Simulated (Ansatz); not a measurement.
# Cd: compression at zero temperature

The task here is to estimate one member of a computed series from the others.

Computed with Ansatz 0.2.0 (DFT PBEsol, scalar-relativistic, plane waves, PAW, unless a step's input says otherwise).

1 further run of the same task is left out (set aside as unsound or not needed).

### The structure to begin with

Symmetry: P6_3/mmc, No. 194, hexagonal system. Conventional cell: a = 2.944 Å, b = 2.944 Å, c = 5.610 Å, α = 90.00°, β = 90.00°, γ = 120.00°. Cd (site symmetry -6m2) has 12 Cd at 2.94 to 3.28 Å as nearest neighbours.

As a file:

```cif
data_structure
_symmetry_space_group_name_H-M 'P 1'
_symmetry_Int_Tables_number 1
_cell_length_a 2.9442
_cell_length_b 2.9442
_cell_length_c 5.6103
_cell_angle_alpha 90.000
_cell_angle_beta 90.000
_cell_angle_gamma 120.000
_cell_volume 42.12
loop_
_atom_site_label
_atom_site_type_symbol
_atom_site_fract_x
_atom_site_fract_y
_atom_site_fract_z
_atom_site_occupancy
Cd1 Cd 0.33333 0.66667 0.25000 1
Cd2 Cd 0.66667 0.33333 0.75000 1
```

This cell was relaxed beforehand with the same method: volume 21.06 Å³/atom, gap on the mesh none (metal).

Set-up of the first run:

Contents of input.yaml:

```yaml
crystal:
  lattice:
    - [2.9631386799, 0.0, 0.0]
    - [-1.4815693399, 2.5661533717, 0.0]
    - [0.0, 0.0, 5.6463765529]
  atoms:
    - { symbol: Cd, position: [0.3333333333, 0.6666666667, 0.25] }
    - { symbol: Cd, position: [0.6666666667, 0.3333333333, 0.75] }
basis:
  ecutwfc: 420
kpoints:
  mp_grid: { grid: [18, 18, 8] }
hamiltonian:
  xc: pbesol
scf:
  occupations: { method: gaussian, width: 0.1 }
output:
  forces: true
  stress: true
  eigenvalues: true
relax:
  adjacent_minimum: "off"
  f_tol: 0.008
  max_steps: 50
  cell: { stress_tol: 0.08, p_target: -2.0 }
```

Launch:

```bash
ansatz run input.yaml --threads 1 --pin off --max-ram 2560MiB --backend cpu --events-out ev --progress --plain --runs-dir out
```

Steps of the session up to this table: -2 GPa; Target pressure 2 GPa; Target pressure 5 GPa; Target pressure 10 GPa; Relaxing at 20 GPa; Target pressure 40 GPa.

One table of the session follows, with a row left open; its other results are not shown here.

Lengths are those of the vectors of the cell that was run:

| P (GPa) | V (Å³/atom) | a (Å) | b (Å) | c (Å) | ΔH (eV/atom) |
| --- | --- | --- | --- | --- | --- |
| -2 | 21.98 | 2.963 | 2.963 | 5.782 | -0.268 |
| 0 | 21.06 | 2.944 | 2.944 | 5.610 | 0.000 |
| 2 | ? | ? | ? | ? | ? |
| 5 | 19.48 | 2.919 | 2.919 | 5.282 | 0.629 |
| 10 | 18.51 | 2.884 | 2.884 | 5.142 | 1.221 |
| 20 | 17.08 | 2.871 | 2.871 | 4.786 | 2.325 |
| 40 | 15.49 | 2.788 | 2.788 | 4.602 | 4.350 |

Q: Estimate the row for P (GPa) = 2 from the others.

Worked estimate for «V (Å³/atom)». A straight line through the neighbours (0, 21.06) and (5, 19.48) gives 21.06 + (19.48 − 21.06) × (2 − 0) / (5 − 0) = 20.43; a parabola fitted to 4 rows on both sides gives 20.36.

As computed: V (Å³/atom): 20.26; a (Å): 2.947; b (Å): 2.947; c (Å): 5.385; ΔH (eV/atom): 0.258. In «V (Å³/atom)» the line misses by +0.17 and the parabola by +0.10.

ΔH is E + PV over the energy at zero pressure; a, b and c are the vectors of the computed cell. 
